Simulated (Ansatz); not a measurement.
# NaMnCl3: the cost of one run

Computed with Ansatz 0.2.0 (DFT LDA+U (U_eff = 8 eV on Mn d), plane waves, PAW, unless a step's input says otherwise).

1 further run of the same task is left out (it didn't finish). Runs told in other sessions of the task aren't counted.

### 1 The structure to begin with

The structure is trigonal, space group R-3 (No. 148). The conventional cell has a = 6.591 Å, b = 6.591 Å, c = 18.627 Å, α = 90.00°, β = 90.00°, γ = 120.00°. Na (site symmetry 3) has 6 Cl at 2.72 to 2.90 Å in its first shell of neighbours. Mn (site symmetry 3) is surrounded by 6 Cl at 2.52 to 2.59 Å. Cl (site symmetry 1) is surrounded by 2 Mn at 2.52 to 2.59 Å and 2 Na at 2.72 to 2.90 Å.

As a file:

```cif
data_structure
_symmetry_space_group_name_H-M 'P 1'
_symmetry_Int_Tables_number 1
_cell_length_a 7.2823
_cell_length_b 7.2823
_cell_length_c 7.2823
_cell_angle_alpha 53.813
_cell_angle_beta 53.813
_cell_angle_gamma 53.813
_cell_volume 233.59
loop_
_atom_site_label
_atom_site_type_symbol
_atom_site_fract_x
_atom_site_fract_y
_atom_site_fract_z
_atom_site_occupancy
Na1 Na 0.85510 0.85510 0.85510 1
Na2 Na 0.14490 0.14490 0.14490 1
Mn1 Mn 0.65930 0.65930 0.65930 1
Mn2 Mn 0.34070 0.34070 0.34070 1
Cl1 Cl 0.93280 0.28310 0.55100 1
Cl2 Cl 0.28310 0.55100 0.93280 1
Cl3 Cl 0.55100 0.93280 0.28310 1
Cl4 Cl 0.06720 0.71690 0.44900 1
Cl5 Cl 0.71690 0.44900 0.06720 1
Cl6 Cl 0.44900 0.06720 0.71690 1
```

Magnetic order typed: opposed in the cell.

### 2 From atoms, symmetry kept, no search

input.yaml reads:

```yaml
crystal:
  lattice:
    - [3.29550161, 1.90265874, 6.20900035]
    - [-3.29550161, 1.90265874, 6.20900035]
    - [0.0, -3.80531748, 6.20900035]
  atoms:
    - { symbol: Na, position: [0.8551, 0.8551, 0.8551] }
    - { symbol: Na, position: [0.1449, 0.1449, 0.1449] }
    - { symbol: Mn, position: [0.6593, 0.6593, 0.6593], spin: 5.0 }
    - { symbol: Mn, position: [0.3407, 0.3407, 0.3407], spin: -5.0 }
    - { symbol: Cl, position: [0.9328, 0.2831, 0.551] }
    - { symbol: Cl, position: [0.2831, 0.551, 0.9328] }
    - { symbol: Cl, position: [0.551, 0.9328, 0.2831] }
    - { symbol: Cl, position: [0.0672, 0.7169, 0.449] }
    - { symbol: Cl, position: [0.7169, 0.449, 0.0672] }
    - { symbol: Cl, position: [0.449, 0.0672, 0.7169] }
basis:
  ecutwfc: 420
  ecutrho_ratio: 4
kpoints:
  mp_grid: { grid: [4, 4, 4] }
hamiltonian:
  xc: lda
  hubbard:
    sites: [{ site: 2, l: d, u_eff: 8.0 }, { site: 3, l: d, u_eff: 8.0 }]
scf:
  occupations: { method: gaussian, width: 0.05 }
  lower_state_search: "off"
  max_iter: 150
output:
  forces: true
  stress: true
  eigenvalues: true
  populations: true
  hubbard: { sites: [{ site: 2, l: d }, { site: 3, l: d }] }
magnetization:
  spin_polarized: true
```

On the command line:

```console
$ ansatz run input.yaml --threads 8 --pin off --max-ram 12288MiB --backend cpu --events-out ev --progress --plain --runs-dir out
```

What time and memory should one allow on 8 threads of Arm Neoverse V2, shared host?

About 6.1 s, with a peak of 1 GiB.
